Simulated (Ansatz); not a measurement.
# CH7AlFGeN: the cost of one run

Method: RHF/def2-SVP, in Ansatz 0.2.0.

### Step 1. The structure to begin with

Bond lengths: F1–C2 1.371 Å, C2–Al3 2.011 Å, C2–N4 1.517 Å, N4–Ge5 1.863 Å, C2–H6 1.106 Å, Al3–H7 1.580 Å, Al3–H8 1.649 Å, N4–H9 1.117 Å, Ge5–H10 1.579 Å, Ge5–H11 1.566 Å, Ge5–H12 1.522 Å. Angles (14 of 18 angles, heavy atoms first): F1–C2–Al3 111.0°, F1–C2–N4 110.9°, Al3–C2–N4 110.0°, C2–N4–Ge5 107.3°, F1–C2–H6 109.8°, Al3–C2–H6 106.1°, N4–C2–H6 108.9°, C2–Al3–H7 116.8°, C2–Al3–H8 115.6°, C2–N4–H9 104.2°, Ge5–N4–H9 106.7°, N4–Ge5–H10 107.0°, N4–Ge5–H11 111.2°, N4–Ge5–H12 109.5°.

Coordinates:

```xyz
12

F    -1.6568   -0.5846   -0.0862
C    -0.5994    0.1567   -0.5454
Al   -1.1651    2.0430   -0.9527
N     0.5349    0.1621    0.4625
Ge    1.1375   -1.5930    0.6255
H    -0.2304   -0.2659   -1.4982
H    -1.9206    2.8238    0.1949
H    -0.0484    2.9671   -1.7398
H     0.0415    0.4227    1.4304
H     2.2506   -1.5958    1.7453
H    -0.0133   -2.5463    1.0924
H     1.7463   -2.0450   -0.6945
```

### Step 2. End point A

input.yaml

```yaml
crystal:
  periodic: [false, false, false]
  atoms:
    - { symbol: F, position_ang: [-1.6568, -0.5846, -0.0862] }
    - { symbol: C, position_ang: [-0.5994, 0.1567, -0.5454] }
    - { symbol: Al, position_ang: [-1.1651, 2.043, -0.9527] }
    - { symbol: "N", position_ang: [0.5349, 0.1621, 0.4625] }
    - { symbol: Ge, position_ang: [1.1375, -1.593, 0.6255] }
    - { symbol: H, position_ang: [-0.2304, -0.2659, -1.4982] }
    - { symbol: H, position_ang: [-1.9206, 2.8238, 0.1949] }
    - { symbol: H, position_ang: [-0.0484, 2.9671, -1.7398] }
    - { symbol: H, position_ang: [0.0415, 0.4227, 1.4304] }
    - { symbol: H, position_ang: [2.2506, -1.5958, 1.7453] }
    - { symbol: H, position_ang: [-0.0133, -2.5463, 1.0924] }
    - { symbol: H, position_ang: [1.7463, -2.045, -0.6945] }
basis:
  gaussian: { orbitals: def2-SVP }
hamiltonian:
  xc: hf
relax:
  f_tol: 0.02
  max_steps: 50
```

Command:

```bash
ansatz run input.yaml --threads 2 --pin off --max-ram 3072MiB --backend cpu --events-out ev --progress --plain --runs-dir out
```

Q: Estimate wall time and peak memory on 2 threads of Intel Xeon 6975P-C (Granite Rapids), shared host.

About 45 s, with a peak of 0.34 GiB.
